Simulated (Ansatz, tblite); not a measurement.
# The cluster Mg₉Se₉: one state, many levels

How do method and basis change the picture of the cluster Mg₉Se₉ (singlet)?

The runs use Ansatz 0.2.0, Gaussian basis; as each input shows.

Levels to be run: GFN1-xTB, GFN2-xTB, PBE-D4/def2-SVP, r2SCAN-D4/def2-SVP, BLYP-D4/def2-SVP, PBE0-D4/def2-TZVP, PBE-D4/def2-TZVP, HF/STO-3G, MP2/def2-SVP, RPA/def2-SVP.

2 further runs of the same task are left out: 2 set aside as unsound or not needed.

### 1 The geometry

The singlet was relaxed beforehand with PBE-D4/def2-SVP. At that level it is the lowest of the isomers that a small search found.

18 atoms, charge 0, spin multiplicity 1.

Bond lengths: Mg1–Se11 2.437 Å, Mg1–Se13 2.492 Å, Mg1–Se17 2.780 Å, Mg2–Se10 2.683 Å, Mg2–Se14 2.712 Å, Mg2–Se17 2.925 Å, Mg2–Se18 2.556 Å, Mg3–Se14 2.520 Å, Mg3–Se15 2.620 Å, Mg3–Se16 2.660 Å, Mg4–Se12 2.794 Å, Mg4–Se13 2.602 Å, Mg4–Se15 2.556 Å, Mg4–Se17 2.842 Å, Mg5–Se12 2.710 Å, Mg5–Se13 2.627 Å, Mg5–Se17 2.957 Å, Mg5–Se18 2.584 Å and more. Angles: Se11–Mg1–Se13 150.8°, Se11–Mg1–Se17 107.7°, Se13–Mg1–Se17 90.2°, Se10–Mg2–Se14 94.8°, Se10–Mg2–Se17 87.3°, Se10–Mg2–Se18 130.2°, Se14–Mg2–Se17 87.5°, Se14–Mg2–Se18 134.9°, Se17–Mg2–Se18 97.2°, Se14–Mg3–Se15 155.7°, Se14–Mg3–Se16 101.5°, Se15–Mg3–Se16 102.5°, Se12–Mg4–Se13 86.3°, Se12–Mg4–Se15 100.9°, Se12–Mg4–Se17 108.7°, Se13–Mg4–Se15 170.6°, Se13–Mg4–Se17 86.6°, Se15–Mg4–Se17 96.7° and more.

PBE0-D4/def2-SVP was run before; its log isn't repeated, and its numbers join the tables.

### 2 GFN1-xTB

Tight binding, by tblite at 300 K electronic temperature and without a spin-polarisation term:

```python
tblite.interface.Calculator('GFN1-xTB', numbers, positions, charge=0, uhf=0).singlepoint()
```

Energy -1009.5644 eV, HOMO -9.23 eV, LUMO -7.53 eV; 0.056 s.

### 3 GFN2-xTB

Tight binding, by tblite at 300 K electronic temperature and without a spin-polarisation term:

```python
tblite.interface.Calculator('GFN2-xTB', numbers, positions, charge=0, uhf=0).singlepoint()
```

Energy -933.3983 eV, HOMO -10.58 eV, LUMO -8.94 eV; 0.42 s.

### 4 PBE-D4/def2-SVP

start.molden holds the orbitals of an earlier run on this state, given as this run's starting guess.

in.yaml

```yaml
crystal:
  periodic: [false, false, false]
  atoms:
    - {symbol: Mg, position_ang: [1.189168, -3.135150, 1.297136]}
    - {symbol: Mg, position_ang: [-1.950182, -0.165021, -1.408810]}
    - {symbol: Mg, position_ang: [0.884964, 2.081541, -1.459640]}
    - {symbol: Mg, position_ang: [2.045674, 0.410687, 1.510514]}
    - {symbol: Mg, position_ang: [-0.730950, -0.399673, 2.021117]}
    - {symbol: Mg, position_ang: [-1.579042, 2.487877, 1.027744]}
    - {symbol: Mg, position_ang: [0.099257, -1.066478, -3.131140]}
    - {symbol: Mg, position_ang: [1.351935, 3.531725, 1.157285]}
    - {symbol: Mg, position_ang: [-0.802030, -3.529082, -1.070313]}
    - {symbol: Se, position_ang: [-2.058706, -2.396538, -2.894842]}
    - {symbol: Se, position_ang: [0.263914, -5.182722, 0.352779]}
    - {symbol: Se, position_ang: [0.195277, 2.000704, 2.872841]}
    - {symbol: Se, position_ang: [1.372762, -1.487539, 3.158230]}
    - {symbol: Se, position_ang: [-0.656790, 1.296838, -3.292268]}
    - {symbol: Se, position_ang: [3.098004, 2.132502, -0.058803]}
    - {symbol: Se, position_ang: [-0.460891, 4.158838, -0.484851]}
    - {symbol: Se, position_ang: [0.676090, -1.070291, -0.491962]}
    - {symbol: Se, position_ang: [-2.938442, 0.331785, 0.895004]}
basis:
  gaussian: {orbitals: def2-SVP, fitting: {mean_field: def2-universal-jkfit}, initial_orbitals: start.molden}
hamiltonian: {xc: pbe, dispersion: d4}
scf: {omitted_lower_state_checks: [starts]}
output: {forces: true, orbitals: {seedname: orbitals}}
```

Command:

```sh
$ ansatz run in.yaml --threads 2 --pin off --events-out ev --progress --plain --max-ram 22528MiB --backend cuda --devices 0, --max-vram 18GiB
```

Further steps of the session: r2SCAN-D4/def2-SVP; BLYP-D4/def2-SVP; PBE0-D4/def2-TZVP; PBE-D4/def2-TZVP; HF/STO-3G; MP2/def2-SVP; RPA/def2-SVP.

**Question.** What will the summary of the whole plan be? Wanted: gap in def2-SVP, named functionals, smallest and largest; correlation energy, MP2/def2-SVP; binding an atom, functionals in def2-SVP; PBE0 total energy, smallest basis above largest.

The runs gave:

| quantity | value |
| --- | --- |
| gap in def2-SVP, named functionals, smallest and largest | 1.79 eV (BLYP-D4), 3.50 eV (PBE0-D4) |
| correlation energy, MP2/def2-SVP | -67.50 eV |
| binding an atom, functionals in def2-SVP | 2.78 (BLYP-D4) to 3.07 eV (r2SCAN-D4) |
| PBE0 total energy, smallest basis above largest | 89.09 eV (def2-SVP, def2-TZVP) |

In words: Over the named functionals in def2-SVP the gap runs from 1.79 eV (BLYP-D4) to 3.50 eV (PBE0-D4); exact exchange widens it.
